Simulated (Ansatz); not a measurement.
# TeW2 (Fm-3m) in Ansatz: reference runs

How does TeW2 come out in PBE? The cell is run as given and disturbed.

All numbers are computed with Ansatz 0.2.0; they aren't measurements. Logs are shortened: lines on timing, memory, paths and dates and some standing lists are left out, and cuts for length are marked.

### 1 The structure

The structure is cubic, space group Fm-3m (No. 225). Conventional cell: a = 6.260 Å, b = 6.260 Å, c = 6.260 Å, α = 90.00°, β = 90.00°, γ = 90.00°. Around Te (site symmetry m-3m) lie 8 W at 2.71 Å. W (site symmetry -43m) has 4 Te at 2.71 Å as nearest neighbours.

The cell was built by a generator and needn't be a form met in nature.

### 2 Single point, PBE

input.yaml reads:

```yaml
crystal:
  lattice:
    - [0.0, 3.12994513, 3.12994513]
    - [3.12994513, 0.0, 3.12994513]
    - [3.12994513, 3.12994513, 0.0]
  atoms:
    - { symbol: Te, position: [0.0, 0.0, 0.0] }
    - { symbol: W, position: [0.25, 0.25, 0.25] }
    - { symbol: W, position: [0.75, 0.75, 0.75] }
kpoints:
  mp_grid: { grid: [7, 7, 7] }
scf:
  occupations: { method: fermi_dirac, width: 0.05 }
hamiltonian:
  xc: pbe
  pseudopotentials: { kind: all_electron, lapw: { basis_error: 0.001 } }
output:
  forces: true
  stress: true
  eigenvalues: true
  populations: true
```

Potentials or basis: all-electron LAPW, scalar-relativistic.

On the command line:

```bash
$ ansatz run input.yaml --threads 2 --pin off --max-ram 6144MiB --backend cpu --events-out ev --progress --plain --runs-dir out
```

The program printed:

```text
Warning: RAYON_NUM_THREADS=2 ignored (pool sized by the plan → 2); use --threads N
Te: projections on atomic orbitals take those of the free atom 1s2 2s2 2p6 3s2 3p6 3d10 4s2 4p6 4d10 5s2 5p4, of charge +0.00 (hamiltonian.pseudopotentials.projection_atoms)
W: projections on atomic orbitals take those of the free atom 1s2 2s2 2p6 3s2 3p6 3d10 4s2 4p6 4d10 4f14 5s2 5p6 5d4 6s2, of charge +0.00 (hamiltonian.pseudopotentials.projection_atoms)
LAPW: plane waves up to 8.612 Å⁻¹, error target 1.0e-3 eV per atom; small_component_spin mean_spin; Te in spheres of 1.334 Å, 24 of its electrons in bands, Dirac shells []; W in spheres of 1.377 Å, 44 of its electrons in bands, Dirac shells [] (how accurate: hamiltonian.pseudopotentials.lapw.basis_error, Limitations)
Engine: ansatz 0.2.0, aarch64-unknown-linux-gnu
Pseudopotentials: kind: all_electron
Pseudopotential: Te, LAPW, valence charge 24, lapw/all_electron/scalar/gaussian/Te, Koelling and Harmon's equation, gaussian nucleus
Pseudopotential: W, LAPW, valence charge 44, lapw/all_electron/scalar/gaussian/W, Koelling and Harmon's equation, gaussian nucleus
Functional definition: PBE
  parameter kappa = 0.804
  parameter beta = 0.06672455060314922
  exchange = pbe_x(kappa = kappa, mu = beta*pi^2/3)
  correlation = pbe_c(beta = beta)
Crystal: 3 atoms, lattice volume = 61.325 Å³
Basis set: ecut = 282.56050297126 eV, 645 PW (Γ), exchange–correlation at level 2
Bands: 68, of which v1, the nominal top of the filled ones, is band 56 counted from 1 (55 counted from 0)
Symmetry: 48 space group operations
Space group: Fm-3m (ITA 225), of the structure as read, at distance tolerance 3.9e-5 Å
k-points: 20 of 343
Non-local potential: Te, projectors of the file, none
Non-local potential: W, projectors of the file, none
Initial density: superposition of atomic densities (chi_scale 0.1, normalization cell, long waves kept (reshape's long-wave potential 0.00 eV rms))
[... 15 lines left out ...]
SCF converged after 8 iterations
Free energy (F): -1063284.052316 eV
Harris-Foulkes:  -1063284.052316 eV  (|F-HF|=9.31e-9)
Internal energy: -1063284.017110 eV  (E = F + TS)
E sigma→0 (E₀):  -1063284.034713 eV
Entropy (-TS):   -0.035206 eV (-11.735 meV/atom)
Fermi energy:    21.614806 eV
--- Per-component energies (eV) ---
  E_band       = -10244.628812
  E_kinetic    = 1179011.024376
  E_xc         = -22459.126767
  E_electrostatic = -2219835.914720  (all electrons and nuclei)
  E_smearing   = -0.035206  (= −TS)
  E_closure    = 0.000000  (closes the sum)
  E_atoms      = -1063262.813033  (free atoms, spherical and without spin; not in F)
  Σ components = -1063284.052316   (vs F -1063284.052316, Δ=0.00e0)
  Basis errors (estimates in eV, not in F): energy 3.5e-4 per atom: plane waves 3.1e-4 (1.7e-4 summed), levels above the bands 2.5e-96, relativity 6.5e-8, radial functions 4.0e-5, core shells 2.2e-8; eigenvalues (radial functions only) 1.2e-6; not estimated: angular momenta, meshes, grids; target (lapw.basis_error) 1.0e-3; muffin-tin radii Te 1.334 Å, W 1.377 Å
--- Forces (eV/Å), atoms counted from 1 ---
  atom   1  Te     0.00000000    -0.00000000     0.00000000
  atom   2  W      0.00000000    -0.00000000     0.00000000
  atom   3  W      0.00000000     0.00000000     0.00000000
  max |Σ_I F_I| component: 1.62e-17 eV/Å
--- Stress (GPa, compression-positive) ---
       -0.948437      -0.000000      -0.000000
       -0.000000      -0.948437      -0.000000
       -0.000000      -0.000000      -0.948437
  P = ⅓ Tr σ = -0.9484 GPa (-9.484 kbar)
--- Band table (eV; the first three rows and the last of 20) ---
  k-point 0: bands = ["-396.3565", "-396.3565", "-396.3565", "-396.3565", "-396.3565", "-396.3565", "-211.4155", "-211.4155", "-211.4155", "-211.4155", "-211.4155", "-211.4155", "-211.4000", "-211.4000", "-211.4000", "-211.4000", "-139.1562", "-89.2090", "-89.2090", "-89.2090", "-52.2949", "-52.2638", "-16.9510", "-16.9510", "-16.9510", "-16.5602", "-16.5602", "-16.4752", "-16.4752", "-16.4752", "-16.3085", "-16.3085", "-16.3085", "-6.5925", "-6.5863", "-6.5758", "-6.5758", "-6.5758", "-6.5697", "-6.5697", "-6.5697", "-6.5657", "-6.5657", "-6.5657", "-6.5600", "-6.5600", "-6.5600", "7.3469", "15.5355", "15.5355", "15.5355", "18.3890", "18.3890", "20.8375", "23.1004", "23.1004", "23.1004", "25.1602", "25.1602", "25.6526", "25.6526", "25.6526", "25.7363", "25.7363", "25.7363", "29.2991", "32.4497", "32.4497"]
  k-point 1: bands = ["-396.3565", "-396.3565", "-396.3565", "-396.3565", "-396.3565", "-396.3565", "-211.4155", "-211.4155", "-211.4155", "-211.4155", "-211.4155", "-211.4155", "-211.4000", "-211.4000", "-211.4000", "-211.4000", "-139.1562", "-89.2090", "-89.2090", "-89.2090", "-52.2934", "-52.2653", "-16.9368", "-16.9368", "-16.9113", "-16.5679", "-16.5679", "-16.5122", "-16.4846", "-16.4846", "-16.3179", "-16.3068", "-16.3068", "-6.5920", "-6.5864", "-6.5755", "-6.5755", "-6.5755", "-6.5701", "-6.5701", "-6.5700", "-6.5655", "-6.5654", "-6.5654", "-6.5603", "-6.5603", "-6.5603", "7.5043", "15.2803", "15.6470", "15.6470", "18.5494", "18.5494", "21.5504", "22.3147", "22.6822", "22.6822", "23.8809", "23.8809", "24.1242", "25.8165", "25.8165", "26.2924", "27.1213", "27.1213", "30.2766", "32.4064", "32.4064"]
  k-point 2: bands = ["-396.3565", "-396.3565", "-396.3565", "-396.3565", "-396.3565", "-396.3565", "-211.4155", "-211.4155", "-211.4155", "-211.4155", "-211.4155", "-211.4155", "-211.4000", "-211.4000", "-211.4000", "-211.4000", "-139.1562", "-89.2090", "-89.2090", "-89.2090", "-52.2890", "-52.2696", "-16.9018", "-16.9018", "-16.8040", "-16.5814", "-16.5814", "-16.5812", "-16.5141", "-16.5141", "-16.3711", "-16.3020", "-16.3020", "-6.5908", "-6.5868", "-6.5748", "-6.5748", "-6.5747", "-6.5711", "-6.5711", "-6.5708", "-6.5648", "-6.5646", "-6.5646", "-6.5611", "-6.5610", "-6.5610", "7.8865", "14.8436", "15.9225", "15.9225", "19.0313", "19.0313", "21.0866", "21.8139", "21.8139", "21.9836", "22.5165", "22.5165", "23.3117", "26.1475", "26.1475", "27.1860", "28.4464", "28.4464", "30.1152", "32.5844", "32.5844"]
  k-point 19: bands = ["-396.3565", "-396.3565", "-396.3565", "-396.3565", "-396.3565", "-396.3565", "-211.4155", "-211.4155", "-211.4155", "-211.4155", "-211.4155", "-211.4155", "-211.4000", "-211.4000", "-211.4000", "-211.4000", "-139.1562", "-89.2090", "-89.2090", "-89.2090", "-52.2799", "-52.2786", "-16.7889", "-16.7860", "-16.7350", "-16.7319", "-16.7102", "-16.5473", "-16.5262", "-16.4621", "-16.4487", "-16.3717", "-16.2741", "-6.5883", "-6.5879", "-6.5759", "-6.5755", "-6.5740", "-6.5732", "-6.5711", "-6.5703", "-6.5696", "-6.5681", "-6.5634", "-6.5608", "-6.5568", "-6.5560", "8.5455", "14.7617", "15.2483", "16.7414", "18.7276", "19.4719", "19.5496", "21.0066", "21.1253", "21.7931", "21.9360", "22.4909", "24.8559", "24.8999", "26.6921", "28.2490", "28.6598", "29.5113", "30.9974", "32.4183", "32.5016"]
--- Löwdin populations: 3 sites ---
  site symbol       q [e]
     0     Te     51.4461
     1      W     74.0876
     2      W     74.0876
  spilling = 0.001894 (of n_electrons = 200.000000)
```

It took 15 s on 2 threads of Arm Neoverse V1, shared host; peak memory 0.46 GiB.

What came out:

| Quantity | Value |
| --- | --- |
| Free energy | -1063284.0523 eV |
| Pressure | -0.9 GPa |
| Band gap on the k mesh | none (metal or under the smearing width) |

Levels at points of the mesh, in eV from the Fermi level:
```
           k point  band 53  band 54  band 55  band 56  band 57  band 58  band 59  band 60
(0.00, 0.00, 0.00)    -3.23    -0.78     1.49     1.49     1.49     3.55     3.55     4.04
```

The run has no spin-orbit coupling, so splittings on Te, W are missing.

### 3 Equation of state, PBE

Potentials or basis: all-electron LAPW, scalar-relativistic.

This step only gathers the single runs of the series.

What came out:

* Equilibrium volume: 20.32 Å³/atom
* Bulk modulus: 167 GPa
* Pressure derivative of the bulk modulus: 4.8

Energy against volume, from the lowest point:
```tsv
volume (Å³/atom)	energy (meV/atom)
19.215	34.53
19.624	12.88
20.033	1.83
20.442	0.00
20.851	6.43
21.259	20.27
21.668	40.67
```

The run has no spin-orbit coupling, so splittings on Te, W are missing.

### 4 Single point, PBE (atoms moved at random, drawn with an rms of 0.05 Å)

Edit input.yaml of step 2 so:

```diff
@@ -6,5 +6,5 @@
   atoms:
-    - { symbol: Te, position: [0.0, 0.0, 0.0] }
-    - { symbol: W, position: [0.25, 0.25, 0.25] }
-    - { symbol: W, position: [0.75, 0.75, 0.75] }
+    - { symbol: Te, position: [9.0e-05, 0.008292, -0.001192] }
+    - { symbol: W, position: [0.260216, 0.240211, 0.241094] }
+    - { symbol: W, position: [0.756518, 0.752378, 0.754934] }
 kpoints:
```

Potentials or basis: all-electron LAPW, scalar-relativistic.

On the command line:

```bash
$ ansatz run input.yaml --threads 2 --pin off --max-ram 6144MiB --backend cpu --events-out ev --progress --plain --runs-dir out
```

The program printed:

```text
Warning: RAYON_NUM_THREADS=2 ignored (pool sized by the plan → 2); use --threads N
Te: projections on atomic orbitals take those of the free atom 1s2 2s2 2p6 3s2 3p6 3d10 4s2 4p6 4d10 5s2 5p4, of charge +0.00 (hamiltonian.pseudopotentials.projection_atoms)
W: projections on atomic orbitals take those of the free atom 1s2 2s2 2p6 3s2 3p6 3d10 4s2 4p6 4d10 4f14 5s2 5p6 5d4 6s2, of charge +0.00 (hamiltonian.pseudopotentials.projection_atoms)
LAPW: plane waves up to 8.849 Å⁻¹, error target 1.0e-3 eV per atom; small_component_spin mean_spin; Te in spheres of 1.306 Å, 24 of its electrons in bands, Dirac shells []; W in spheres of 1.349 Å, 44 of its electrons in bands, Dirac shells [] (how accurate: hamiltonian.pseudopotentials.lapw.basis_error, Limitations)
[... 1 set-up line as earlier in the session ...]
[... 63 lines left out ...]
  k-point 171: bands = ["-396.3683", "-396.3662", "-396.3653", "-396.3608", "-396.3608", "-396.3529", "-211.4274", "-211.4243", "-211.4242", "-211.4215", "-211.4206", "-211.4148", "-211.4076", "-211.4073", "-211.4029", "-211.4014", "-139.1541", "-89.2100", "-89.2080", "-89.2035", "-52.2883", "-52.2837", "-16.8659", "-16.8412", "-16.6888", "-16.6782", "-16.6130", "-16.5683", "-16.5480", "-16.5286", "-16.4721", "-16.3178", "-16.2936", "-6.5977", "-6.5935", "-6.5854", "-6.5831", "-6.5809", "-6.5787", "-6.5764", "-6.5736", "-6.5729", "-6.5710", "-6.5693", "-6.5668", "-6.5638", "-6.5631", "8.3463", "14.6530", "15.8830", "16.2926", "19.3068", "20.0078", "20.0703", "20.6028", "20.7224", "21.4501", "21.6827", "21.7919", "24.8946", "25.6364", "25.9250", "28.5354", "28.9223", "29.6145", "30.8163", "31.9956", "32.5352"]
--- Löwdin populations: 3 sites ---
  site symbol       q [e]
     0     Te     51.4489
     1      W     74.0858
     2      W     74.0844
  spilling = 0.001904 (of n_electrons = 200.000000)
```

populations.tsv:

```text
# site	symbol	l	j	q
# orbitals = lowdin
# n_electrons = 200.000000
# spilling = 0.001904
# projection_atom_Te: 1s2 2s2 2p6 3s2 3p6 3d10 4s2 4p6 4d10 5s2 5p4
# projection_atom_W: 1s2 2s2 2p6 3s2 3p6 3d10 4s2 4p6 4d10 4f14 5s2 5p6 5d4 6s2
0	Te	0_1S	-	1.999998
0	Te	0_2S	-	1.999929
0	Te	0_3S	-	1.998953
0	Te	0_4S	-	1.986496
0	Te	0_5S	-	1.548212
0	Te	1_2P	-	6.000000
0	Te	1_3P	-	5.999931
0	Te	1_4P	-	5.993358
0	Te	1_5P	-	3.925420
0	Te	2_3D	-	9.999999
0	Te	2_4D	-	9.996594
1	W	0_1S	-	2.000000
1	W	0_2S	-	1.999991
1	W	0_3S	-	1.999880
1	W	0_4S	-	1.998764
1	W	0_5S	-	1.979723
1	W	0_6S	-	0.716831
1	W	1_2P	-	6.000000
1	W	1_3P	-	5.999999
1	W	1_4P	-	5.999949
1	W	1_5P	-	5.992330
1	W	2_3D	-	10.000000
1	W	2_4D	-	9.999979
1	W	2_5D	-	5.398649
1	W	3_4F	-	13.999717
2	W	0_1S	-	2.000000
2	W	0_2S	-	1.999991
2	W	0_3S	-	1.999881
2	W	0_4S	-	1.998769
2	W	0_5S	-	1.979794
2	W	0_6S	-	0.717641
2	W	1_2P	-	6.000000
2	W	1_3P	-	5.999999
2	W	1_4P	-	5.999949
2	W	1_5P	-	5.992396
2	W	2_3D	-	10.000000
2	W	2_4D	-	9.999979
2	W	2_5D	-	5.396293
2	W	3_4F	-	13.999720
```

It took 4.3 min on 2 threads of Arm Neoverse V1, shared host; peak memory 1.4 GiB.

What came out:

```
Free energy            : -1063284.0333 eV
Pressure               : -0.5 GPa
Largest force          : 0.662 eV/Å
Band gap on the k mesh : none (metal or under the smearing width)
```

Forces on the atoms (eV/Å):
```
Te  -0.576  0.287 -0.155
W    0.299 -0.082  0.105
W    0.277 -0.205  0.050
```

Stress tensor (GPa, compression positive):
```
-1.01  0.90  1.27
 0.90 -0.24  2.72
 1.27  2.72 -0.18
```

### 5 Overview

| task | cell | cutoff (eV) | gap on the mesh (eV) | pressure (GPa) |
| --- | --- | --- | --- | --- |
| single point | as given | 283 | none | -0.9 |
| equation of state | as given | - | - | - |
| single point | atoms moved at random, drawn with an rms of 0.05 Å | 298 | none | -0.5 |

Alike in all rows: level PBE; potentials or basis all-electron LAPW, scalar-relativistic; no spin polarisation; k mesh 7 × 7 × 7; smearing fermi-dirac 0.05 eV; basis error allowed 0.001 eV/atom.

Compare energies only between runs with the same functional and basis.
